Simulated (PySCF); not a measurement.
# Cl4Hf (Hf(Cl)4): the cost of one run

Program: PySCF 2.14.0. Level of theory: several levels, as the steps say, no spin–orbit coupling. These are calculated values, not measurements.

1 further run of the same task is left out (for a known fault of the program).

## (1) The system as given

5 atoms, charge 0, spin multiplicity 1.

Bond lengths: Hf1–Cl2 2.328 Å, Hf1–Cl3 2.328 Å, Hf1–Cl4 2.328 Å, Hf1–Cl5 2.328 Å. Angles: Cl2–Hf1–Cl3 109.5°, Cl2–Hf1–Cl4 109.5°, Cl2–Hf1–Cl5 109.5°, Cl3–Hf1–Cl4 109.5°, Cl3–Hf1–Cl5 109.5°, Cl4–Hf1–Cl5 109.5°.

Geometry (Å):

| atom | x (Å) | y (Å) | z (Å) |
| --- | --- | --- | --- |
| Hf1 | 0.0000 | 0.0000 | 0.0000 |
| Cl2 | 1.3439 | 1.3439 | 1.3439 |
| Cl3 | -1.3439 | -1.3439 | 1.3439 |
| Cl4 | 1.3439 | -1.3439 | -1.3439 |
| Cl5 | -1.3439 | 1.3439 | -1.3439 |

Formal oxidation states: Hf +4. An earlier session relaxed this geometry at PBE0, Hf def2-SVP with ECP60, Cl def2-SVP (singlet, point group Td).

At PBE0 on the finer grid: E = -1887.952138 Eh, HOMO -9.74 eV, LUMO -2.23 eV, Mulliken charge on Hf1 +0.88 e, largest force component 0.000 eV/Å. 

Levels to run: BLYP; wB97X; PBE0, TZVP. Hardware: 2 threads of Arm Neoverse V1, shared host.

## (2) BLYP

The input, run.py (the lines that set the calculation):

```python
mol = gto.M(atom='''
Hf     0.00000     0.00000     0.00000
Cl     1.34391     1.34391     1.34391
Cl    -1.34391    -1.34391     1.34391
Cl     1.34391    -1.34391    -1.34391
Cl    -1.34391     1.34391    -1.34391''',
    basis={'Hf': 'def2-SVP', 'Cl': 'def2-SVP'},
    ecp={'Hf': 'def2-SVP'},
    charge=0, spin=0)
mf = dft.RKS(mol, xc='BLYP')
mf.grids.atom_grid = (75, 302)
mf = mf.density_fit()  # fitting sets: Hf def2-universal-JKFIT, Cl def2-universal-JKFIT
mf.conv_tol = 1e-08; mf.max_cycle = 55
mf.kernel(dm0)  # dm0: the density of the relaxed state
```

Command:

```console
> OMP_NUM_THREADS=2 python run.py
```

**Question.** How long does this run take on 2 threads of Arm Neoverse V1, shared host?

About 6.6 s.
